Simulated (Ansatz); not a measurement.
# C2H5BrSi2: the cost of one run

Program: Ansatz 0.2.0, driven from Python. Level of theory: PBE/cc-pVDZ. These are calculated values, not measurements.

## Step 1: Starting point

Bond lengths: Br1–Si2 2.149 Å, Si2–C3 1.889 Å, C3–C4 1.431 Å, Si2–Si5 2.232 Å, C4–Si5 1.914 Å, Si2–H6 1.495 Å, C3–H7 1.092 Å, C4–H8 1.063 Å, Si5–H9 1.525 Å, Si5–H10 1.452 Å. Angles (14 of 18 angles, heavy atoms first): Br1–Si2–C3 107.4°, Br1–Si2–Si5 116.7°, C3–Si2–Si5 77.1°, Si2–C3–C4 104.2°, C3–C4–Si5 100.0°, Si2–Si5–C4 78.5°, Br1–Si2–H6 115.0°, C3–Si2–H6 113.4°, Si5–Si2–H6 120.1°, Si2–C3–H7 128.9°, C4–C3–H7 126.4°, C3–C4–H8 131.2°, Si5–C4–H8 128.3°, Si2–Si5–H9 115.8°.

No structure file is read: the coordinates are typed or built in the script.

## Step 2: The code

bde_c2h5brsi2.py reads:

```python
"""Cost of removing each kind of hydrogen from C2H5BrSi2, fragments frozen."""

import ansatz as az


def energy_of(molecule, charge=0, unpaired=0):
    calc = (
        molecule.calculation()
        .basis(gaussian="cc-pVDZ")
        .functional("pbe")
    )
    if charge:
        calc = calc.charge(charge)
    if unpaired:
        calc = calc.spin("collinear", total=unpaired)
    return calc.run(threads=1, pin="off").report["free_energy_ev"]

def without(molecule, index):
    rest = az.Crystal.molecule()
    for i, site in enumerate(molecule.cartesian_sites):
        if i != index:
            rest = rest.atom(site.symbol, site.position_ang)
    return rest


def main() -> None:
    system = (
        az.Crystal.molecule()
        .atom("Br", [-2.9883, 0.0003, 0.0901])
        .atom("Si", [-0.9863, 0.353, 0.7876])
        .atom("C", [0.0137, -1.212, 0.445])
        .atom("C", [1.0382, -0.7823, -0.4565])
        .atom("Si", [0.501, 1.0341, -0.731])
        .atom("H", [-0.8834, 0.8252, 2.2019])
        .atom("H", [-0.0659, -2.1939, 0.9161])
        .atom("H", [1.8095, -1.3237, -0.949])
        .atom("H", [1.5987, 1.9582, -0.2156])
        .atom("H", [0.0459, 1.2898, -2.0857])
    )

    whole = energy_of(system, 0)
    hydrogen = energy_of(az.Crystal.molecule().atom("H", (0, 0, 0)), 0, 1)
    print(f"E(molecule) = {whole:.5f} eV, E(H) = {hydrogen:.5f} eV")
    for index in [5, 7, 9]:
        radical = energy_of(without(system, index), 0, 1)
        print(f"H{index}: homolysis {96.485332 * (radical + hydrogen - whole):.1f} kJ/mol")


if __name__ == "__main__":
    main()
```

## Step 3: What the engine is handed

The package turns the script's settings into the engine's input (first run):

```yaml
crystal:
  periodic: [false, false, false]
  atoms:
    - { symbol: Br, position_ang: [-2.9883, 0.0003, 0.0901] }
    - { symbol: Si, position_ang: [-0.9863, 0.353, 0.7876] }
    - { symbol: C, position_ang: [0.0137, -1.212, 0.445] }
    - { symbol: C, position_ang: [1.0382, -0.7823, -0.4565] }
    - { symbol: Si, position_ang: [0.501, 1.0341, -0.731] }
    - { symbol: H, position_ang: [-0.8834, 0.8252, 2.2019] }
    - { symbol: H, position_ang: [-0.0659, -2.1939, 0.9161] }
    - { symbol: H, position_ang: [1.8095, -1.3237, -0.949] }
    - { symbol: H, position_ang: [1.5987, 1.9582, -0.2156] }
    - { symbol: H, position_ang: [0.0459, 1.2898, -2.0857] }
basis:
  gaussian:
    orbitals: cc-pVDZ
hamiltonian:
  xc: pbe
```

## Step 4: The run

Started as:

```bash
python bde_c2h5brsi2.py
```

Q: Estimate wall time and peak memory on 1 thread of Arm Neoverse V1, shared host.

About 32 s, with a peak of 0.26 GiB.
